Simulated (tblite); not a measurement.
# C16H14N2: the cost of one run

Computed with tblite 0.8.0 and PySCF 2.14.0 and routines of our own; the level stands in each step. Atoms count from 0.

### 1 The starting structure

32 atoms, charge 0, multiplicity 1; geometry from: force field, distance geometry or constructed start.

### 2 Geometry optimisation with GFN2-xTB

Job settings and geometry (Å):

```
{"job": {"kind": "relax", "xc": "GFN2-xTB", "basis": "xTB"}, "charge": 0, "multiplicity": 1}
C     -3.459600    -2.931600     0.509100
C     -3.016600    -1.829400     0.315800
C     -2.515700    -0.498400     0.121800
C     -3.489500     0.521900     0.198700
C     -3.126200     1.854200     0.147200
C     -1.786500     2.198600     0.011600
C     -0.780500     1.217500    -0.095000
C     -1.149000    -0.169200    -0.066400
N     -0.099800    -1.125300    -0.195900
C     -0.369000    -2.425100    -0.800100
C      1.251900    -0.780800     0.035600
C      2.241000    -1.750700     0.285600
C      3.564200    -1.382100     0.532100
C      3.923400    -0.040900     0.536200
C      2.949800     0.944000     0.309000
C      1.611200     0.596400     0.055200
N      0.598000     1.557100    -0.186100
C      0.978000     2.929400    -0.480800
H     -3.865700    -3.899400     0.686400
H     -4.534200     0.262600     0.350000
H     -3.883800     2.634700     0.230100
H     -1.537800     3.257200     0.027100
H     -1.216500    -2.392600    -1.481400
H      0.464400    -2.762700    -1.432400
H     -0.532600    -3.182700    -0.031500
H      1.983800    -2.804500     0.324200
H      4.316300    -2.144300     0.720500
H      4.947800     0.251200     0.742800
H      3.266300     1.976400     0.361200
H      1.934400     2.995400    -1.011800
H      0.270400     3.424200    -1.153900
H      1.053000     3.518100     0.444000
```

Run with:

```sh
$ OMP_NUM_THREADS=1 python large_run.py task.json out
```

The driver reads the jobs from task.json and runs them one after another.

**Question.** How long does this first job take on 1 thread of AMD EPYC 7R43, shared host, and how much memory does it need?

About 3.7 s, with a peak of 0.19 GiB.
